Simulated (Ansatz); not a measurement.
# C2H6BFS: the cost of one run

Program: Ansatz 0.2.0. Level of theory: RKS PBE0-D4/def2-SVP. These are calculated values, not measurements.

**1. Starting geometry**

11 atoms, charge 0, spin multiplicity 1.

Atoms are counted from 1 here; the program's logs count them from 0.

Bond lengths: F1–C2 1.394 Å, C2–C3 1.523 Å, C2–H6 1.114 Å, C2–H7 1.113 Å, C3–B4 1.578 Å, C3–H8 1.111 Å, C3–H9 1.116 Å, B4–S5 1.783 Å, B4–H10 1.218 Å, S5–H11 1.367 Å. Angles: F1–C2–C3 109.6°, F1–C2–H6 108.2°, F1–C2–H7 107.9°, C3–C2–H6 110.7°, C3–C2–H7 112.1°, H6–C2–H7 108.2°, C2–C3–B4 111.4°, C2–C3–H8 110.3°, C2–C3–H9 108.0°, B4–C3–H8 113.1°, B4–C3–H9 107.0°, H8–C3–H9 106.7°, C3–B4–S5 125.9°, C3–B4–H10 120.7°, S5–B4–H10 113.4°, B4–S5–H11 98.7°.

As a file:

```
F    -0.9114    1.8003   -0.0145
C    -0.2461    1.0634    0.9637
C    -0.0474   -0.3666    0.4781
B     0.7250   -0.4063   -0.8969
S     0.2460   -1.3416   -2.3375
H     0.7351    1.5522    1.1605
H    -0.8507    1.1083    1.8976
H    -1.0204   -0.9011    0.4476
H     0.5879   -0.8997    1.2243
H     1.7598    0.2173   -1.0473
H    -0.9124   -1.8832   -1.8551
```

This geometry comes from a loose relaxation at PBE in a small basis, which is not shown.

**3. Setting up the map**

First coordinate, dihedral C3–B4–S5–H11: 9 values from −180 to 140 °, periodic. Second coordinate, dihedral F1–C2–C3–B4: 9 values from −180 to 140 °, periodic.

Relaxed at each point: all other coordinates. Energies count from the relaxed molecule at the same level. Points are written as (first, second).

(The set-up runs are not shown.)

**4. Point (20°, 60°)**

File input.yaml:

```yaml
crystal:
  periodic: [false, false, false]
  atoms:
    - { symbol: F, position_ang: [-0.922937, 1.801864, 0.054893] }
    - { symbol: C, position_ang: [-0.199435, 1.05295, 0.956748] }
    - { symbol: C, position_ang: [-0.074336, -0.370371, 0.456809] }
    - { symbol: B, position_ang: [0.666104, -0.318321, -0.929458] }
    - { symbol: S, position_ang: [0.326289, -1.455134, -2.251421] }
    - { symbol: H, position_ang: [0.766905, 1.537833, 1.179227] }
    - { symbol: H, position_ang: [-0.814403, 1.096502, 1.872162] }
    - { symbol: H, position_ang: [-1.056926, -0.868384, 0.414309] }
    - { symbol: H, position_ang: [0.551558, -0.912875, 1.191655] }
    - { symbol: H, position_ang: [1.719493, 0.25947, -1.066311] }
    - { symbol: H, position_ang: [-0.89691, -1.880533, -1.857913] }
basis:
  gaussian: { orbitals: def2-SVP }
hamiltonian:
  xc: pbe0
  dispersion: d4
output:
  forces: true
relax:
  f_tol: 0.02
  max_steps: 50
  escape_saddle: false
  constraints: [{ sites: [2, 3, 4, 10] }, { sites: [0, 1, 2, 3] }]
scf:
  lower_state_search: "off"
```

Command:

```bash
> ansatz run input.yaml --threads 1 --pin off --max-ram 2560MiB --backend cpu --events-out ev --progress --plain --runs-dir out
```

Q: Estimate wall time and peak memory on 1 thread of Arm Neoverse V2, shared host.

About 14 s, with a peak of 0.2 GiB.
